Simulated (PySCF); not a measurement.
# C5H6N2O: the cost of one run

Computed with PySCF 2.14.0 and routines of our own; the level stands in each step. Atoms count from 0.

### Step 1. The starting structure

14 atoms, charge 0, multiplicity 1; geometry from: GFN2-xTB.

### Step 2. Magnetic properties: GIAO B3LYP/pcSseg-1

What the job is given:

```
{"job": {"kind": "mag", "xc": "B3LYP", "basis": "pcSseg-1", "isotopologues": 2}, "charge": 0, "multiplicity": 1}
C     -1.570932    -0.834075     0.384374
C     -0.515093    -0.439981    -0.652087
C      0.246256     0.759697    -0.165787
C     -0.498380     1.978374    -0.101271
N     -1.126680     2.934439    -0.075609
N      1.455827     0.779298     0.181572
C      2.461590    -0.107153     0.275939
O      2.685817    -0.852362     1.190230
H     -2.268096    -0.016432     0.555147
H     -1.096001    -1.091325     1.328521
H     -2.127645    -1.697829     0.030305
H      0.182835    -1.264878    -0.809905
H     -1.004034    -0.195132    -1.598806
H      3.173859     0.046888    -0.564791
```

Method: GIAO B3LYP/pcSseg-1 magnetisability, rotational g tensor and spin-rotation constants, non-relativistic, gas phase.

The run is started by

```sh
$ OMP_NUM_THREADS=1 python excited_run.py task.json out
```

This one command runs all jobs of the session in turn.

Q: Estimate the wall time and peak memory of this first job on 1 thread of Arm Neoverse N1, shared host.

About 44 s, with a peak of 0.75 GiB.
